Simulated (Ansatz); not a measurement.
# ClHOSn: ionisation energy by level of theory

One table from this session's results is given with a row withheld; the runs are named, their logs left out.

Program: Ansatz 0.2.0, Gaussian basis. Level of theory: unrestricted cation, the program's frozen cores in correlated methods. These are calculated values, not measurements.

Levels to be run: UKS PBE-D4/def2-TZVPP; UKS r2SCAN-D4/def2-TZVPP; UKS PBE0-D4/def2-TZVPP; UKS B3LYP-D4/def2-TZVPP; UKS wB97X-V/def2-TZVPP; UKS wB97M-V/def2-TZVPP; UKS B2PLYP/def2-TZVPP; UHF-CCSD(T)/def2-TZVPP; UHF-MP2/def2-QZVPP; extrapolation to the limit; then −ε(HOMO) from the neutral's earlier runs with LDA (SPW92), PBE-D4, revPBE-D4, BLYP-D4, r2SCAN-D4, B97M-V, PBE0-D4, B3LYP-D4, r2SCANh-D4, r2SCAN0-D4, HSE06-D4, BHLYP-D4, CAM-B3LYP-D4, LC-ωPBE, ωB97X-V, ωB97M-V.

**The relaxed structure**

The geometry comes from an earlier relaxation with PBE0-D4 in a triple-zeta def2 set; it is a stationary point. Sn takes the def2 core potential; no spin-orbit term is included.

4 atoms, charge 0, spin multiplicity 1.

Atoms are counted from 1 here; the program's logs count them from 0.

Bond lengths: O1–Sn2 1.974 Å, O1–H4 0.961 Å, Sn2–Cl3 2.361 Å. Angles: Sn2–O1–H4 114.9°, O1–Sn2–Cl3 94.3°.

Geometry (Å):

```xyz
4
charge 0, multiplicity 1
O    -0.41269    0.56548   -0.70056
Sn   -0.28816   -0.63026    0.86472
Cl    2.05985   -0.84682    0.73803
H    -1.30339    0.85130   -0.92248
```

Set-up of the first run:

Input file in.yaml:

```yaml
crystal:
  periodic: [false, false, false]
  atoms:
    - {symbol: O, position_ang: [-0.412691, 0.565476, -0.700561]}
    - {symbol: Sn, position_ang: [-0.288162, -0.630260, 0.864718]}
    - {symbol: Cl, position_ang: [2.059846, -0.846819, 0.738027]}
    - {symbol: H, position_ang: [-1.303393, 0.851304, -0.922483]}
basis:
  gaussian: {orbitals: def2-TZVPP}
total_charge: 1
magnetization: {spin_polarized: true, initial_magnetization: 1}
hamiltonian: {xc: pbe, dispersion: d4}
```

On the command line:

```console
> ansatz run in.yaml --threads 4 --pin off --events-out ev --progress --plain --max-ram 10444MiB
```

Steps of the session up to this table: Cation, UKS PBE-D4/def2-TZVPP; Cation, UKS r2SCAN-D4/def2-TZVPP; Cation, UKS PBE0-D4/def2-TZVPP; Cation, UKS B3LYP-D4/def2-TZVPP; Cation, UKS wB97X-V/def2-TZVPP; Cation, UKS wB97M-V/def2-TZVPP; Cation, UKS B2PLYP (frozen core)/def2-TZVPP; Cation, UHF-CCSD(T)/def2-TZVPP; Cation, UHF-MP2/def2-QZVPP.

One of the session's tables, all rows but one given; the rest of the session is left out.

For comparison, −ε(HOMO) of the neutral from earlier runs:

```
  functional  −ε(HOMO) (eV)
 LDA (SPW92)           6.71
      PBE-D4           6.49
   revPBE-D4           6.42
     BLYP-D4           6.38
   r2SCAN-D4           6.79
      B97M-V              ?
     PBE0-D4           7.63
    B3LYP-D4           7.46
  r2SCANh-D4           7.21
  r2SCAN0-D4           7.84
    HSE06-D4           7.23
    BHLYP-D4           8.65
CAM-B3LYP-D4           8.91
     LC-ωPBE          10.10
     ωB97X-V           9.80
     ωB97M-V           9.73
```

Q: Estimate the row for B97M-V from the others.

The run gave: −ε(HOMO) (eV): 6.67. In the column «−ε(HOMO) (eV)» it lies between PBE-D4 (6.49) and LDA (SPW92) (6.71).
